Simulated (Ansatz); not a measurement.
# AlH5Se: the cost of one run

Program: Ansatz 0.2.0 through its Python package. Level of theory: BLYP/def2-SVP. These are calculated values, not measurements.

## (1) The structure

Bond lengths: Al1–Se2 2.373 Å, Al1–H3 1.552 Å, Al1–H4 1.585 Å, Al1–H5 1.629 Å, Se2–H6 1.547 Å, Se2–H7 1.526 Å. Angles: Al1–Se2–H6 90.7°, Al1–Se2–H7 92.9°, H6–Se2–H7 89.5°, Se2–Al1–H3 113.7°, Se2–Al1–H4 107.5°, Se2–Al1–H5 110.2°, H3–Al1–H4 109.2°, H3–Al1–H5 110.0°, H4–Al1–H5 105.9°.

alh5se.xyz, read by the script:

```xyz
7

Al   -0.48610   -0.56870   -0.43750
Se    1.00190    0.17530    1.25400
H    -0.48200   -2.10740   -0.63780
H    -1.94430   -0.10130   -0.02960
H    -0.15640    0.17900   -1.84720
H     1.88810    0.87360    0.19550
H     0.24000    1.48160    1.45690
```

## (2) Script

Contents of run_md.py:

```python
"""Molecular dynamics of one AlH5Se molecule."""

import ansatz as az
import numpy as np

molecule = az.Crystal.molecule_from_extxyz("alh5se.xyz")

calc = (
    molecule.calculation()
    .basis(gaussian="def2-SVP")  # the orbital basis, by name
    .functional("blyp")
    .md("nve", timestep=1.0, steps=40, temperature=300, initial_velocities="maxwell_boltzmann", seed=70)
)
frames = []
outcome = calc.session().plan().execute(on_event=lambda e: frames.append(e["data"]) if e["event"] == "md_step" else None)
print("t (fs)   E_pot (eV)      E_kin (eV)   T (K)   d(0-1) (A)")
for f in frames[::1]:
    xyz = np.array(f["positions_ang"])
    print(f"{f['time_fs']:6.2f} {f['lagrangian_ev']:14.5f} {f['e_kin_ev']:10.5f} {f['temperature_k']:8.1f} {np.linalg.norm(xyz[0] - xyz[1]):9.4f}")
kept = np.array([f["conserved_ev"] for f in frames])
print(f"conserved energy moves by at most {1000 * np.ptp(kept):.3f} meV")
```

## (3) The calls as engine input

The engine receives this input:

```yaml
crystal:
  periodic: [false, false, false]
  atoms:
    - { symbol: Al, position_ang: [-0.4861, -0.5687, -0.4375] }
    - { symbol: Se, position_ang: [1.0019, 0.1753, 1.254] }
    - { symbol: H, position_ang: [-0.482, -2.1074, -0.6378] }
    - { symbol: H, position_ang: [-1.9443, -0.1013, -0.0296] }
    - { symbol: H, position_ang: [-0.1564, 0.179, -1.8472] }
    - { symbol: H, position_ang: [1.8881, 0.8736, 0.1955] }
    - { symbol: H, position_ang: [0.24, 1.4816, 1.4569] }
basis:
  gaussian:
    orbitals: def2-SVP
hamiltonian:
  xc: blyp
md:
  timestep: 1.0
  n_steps: 40
  ensemble: nve
  temperature: 300.0
  initial_velocities: maxwell_boltzmann
  seed: 70
```

## (4) Running it

Launch:

```
$ python run_md.py
```

Q: Estimate wall time and peak memory on 1 thread of Arm Neoverse V1, shared host.

About 72 s, with a peak of 0.22 GiB.
